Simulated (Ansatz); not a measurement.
**HF/3-21G run of ZrCl4 (SMILES Cl[Zr](Cl)(Cl)Cl)**

What is the vertical singlet–triplet gap of ZrCl4 at HF/3-21G? 

The results are computed with Ansatz 0.2.0.

2 further runs of the same task are left out: 2 set aside as unsound or not needed.

## Step 1: Starting point

The species is ZrCl4 (5 atoms), meant as a singlet with charge 0. SMILES: `Cl[Zr](Cl)(Cl)Cl`. The coordinates come from a PBE0-D4/def2-TZVP relaxation.

Bond lengths: Cl1–Zr2 2.316 Å, Zr2–Cl3 2.316 Å, Zr2–Cl4 2.316 Å, Zr2–Cl5 2.316 Å. Angles: Cl1–Zr2–Cl3 109.5°, Cl1–Zr2–Cl4 109.5°, Cl1–Zr2–Cl5 109.5°, Cl3–Zr2–Cl4 109.5°, Cl3–Zr2–Cl5 109.5°, Cl4–Zr2–Cl5 109.5°.

## Step 2: A single-point energy at HF/3-21G

Input file in.yaml:

```yaml
basis:
  gaussian:
    orbitals: 3-21G-spherical.json
crystal:
  periodic: [false, false, false]
  atoms:
    - {symbol: Cl, position_ang: [-0.109970, -0.230800, 2.301810]}
    - {symbol: Zr, position_ang: [0.000020, 0.000000, -0.000020]}
    - {symbol: Cl, position_ang: [1.545400, -1.499220, -0.853260]}
    - {symbol: Cl, position_ang: [-2.081750, -0.430080, -0.919260]}
    - {symbol: Cl, position_ang: [0.646280, 2.160110, -0.529270]}
hamiltonian:
  xc: hf
accuracy: high
output: {orbitals: {seedname: orbitals}}
```

The basis set 3-21G is read from a file made from the Basis Set Exchange's data (not shown).

The run is started by

```bash
ansatz run in.yaml --threads 1 --pin off --max-ram 3480MiB --events-out events.jsonl --progress --plain --runs-dir runs
```

What it wrote:

```text
Warning: RAYON_NUM_THREADS=1 ignored (pool sized by the plan → 1); use --threads N
Functional definition: HF
  name "HF"
  exchange = exact_x
  correlation = 0
1954 factors; integrals over basis functions are off by at most 4.1e-9 eV
mean field evaluation 1: about -145618.2789 eV, gradient 3.2e1 eV
mean field evaluation 2: about -145618.4053 eV, gradient 3.2e1 eV
mean field evaluation 4: about -145623.3087 eV, gradient 1.5e0 eV
mean field evaluation 8: about -145623.3297 eV, gradient 2.4e-4 eV
mean field -145623.32970637 eV, -5351.5586596709 hartree, gradient 3.7e-8 eV, S^2 0.000000; 0 other end points of the search recorded, 0 dependent functions left out
reference -145623.32970637 eV, -5351.5586596709 hartree; 54, 54 occupied and 34, 34 virtual orbitals, 1954 factors
Total energy: -145623.32970637 eV, -5351.5586596709 hartree
```

Wall time 3 s (1 thread of Intel Xeon 6975P-C (Granite Rapids), shared host); peak memory 0.35 GiB.

## Step 3: The triplet

Input file molecule.yaml:

```yaml
basis:
  gaussian:
    orbitals: 3-21G-spherical.json
crystal:
  periodic: [false, false, false]
  atoms:
    - {symbol: Cl, position_ang: [-0.109970, -0.230800, 2.301810]}
    - {symbol: Zr, position_ang: [0.000020, 0.000000, -0.000020]}
    - {symbol: Cl, position_ang: [1.545400, -1.499220, -0.853260]}
    - {symbol: Cl, position_ang: [-2.081750, -0.430080, -0.919260]}
    - {symbol: Cl, position_ang: [0.646280, 2.160110, -0.529270]}
output: {orbitals: {seedname: orbitals}}
hamiltonian:
  xc: hf
accuracy: high
magnetization:
  spin_polarized: true
  initial_magnetization: 2
```

The basis set 3-21G is read from a file made from the Basis Set Exchange's data (not shown).

The run is started by

```bash
ansatz run molecule.yaml --threads 1 --pin off --max-ram 3480MiB --events-out events.jsonl --progress --plain --runs-dir runs
```

What it wrote, cut to the lines that bear on the results:

```text
Warning: RAYON_NUM_THREADS=1 ignored (pool sized by the plan → 1); use --threads N
Functional definition: HF
  name "HF"
[...]
1954 factors; integrals over basis functions are off by at most 4.1e-9 eV
[...]
mean field -145619.18267110 eV, -5351.4062589357 hartree, gradient 8.5e-8 eV, S^2 2.003937; 6 other end points of the search recorded, 0 dependent functions left out
reference -145619.18267110 eV, -5351.4062589357 hartree; 55, 53 occupied and 33, 35 virtual orbitals, 1954 factors
Total energy: -145619.18267110 eV, -5351.4062589357 hartree
```

Wall time 88 s (1 thread of Intel Xeon 6975P-C (Granite Rapids), shared host); peak memory 0.81 GiB.

## Step 4: What came out

Level: HF/3-21G.

| quantity | value |
| --- | --- |
| singlet: total energy | -5351.55866 Eh |
| singlet: HOMO energy | -13.41 eV |
| singlet: LUMO energy | -0.86 eV |
| singlet: HOMO–LUMO gap | 12.55 eV |
| triplet: total energy | -5351.40626 Eh |
| triplet: HOMO energy (highest over α and β) | -9.36 eV |
| triplet: LUMO energy (lowest over α and β) | -5.35 eV |
| triplet: ⟨S²⟩ | 2.004 |
| vertical energy of the triplet above the singlet | 4.147 eV |

**Reading.** At this shape the triplet lies 4.15 eV (400 kJ/mol) above the singlet. Relativity is left out (singlet) although the molecule holds a heavy atom. Relativity is left out (triplet) although the molecule holds a heavy atom.
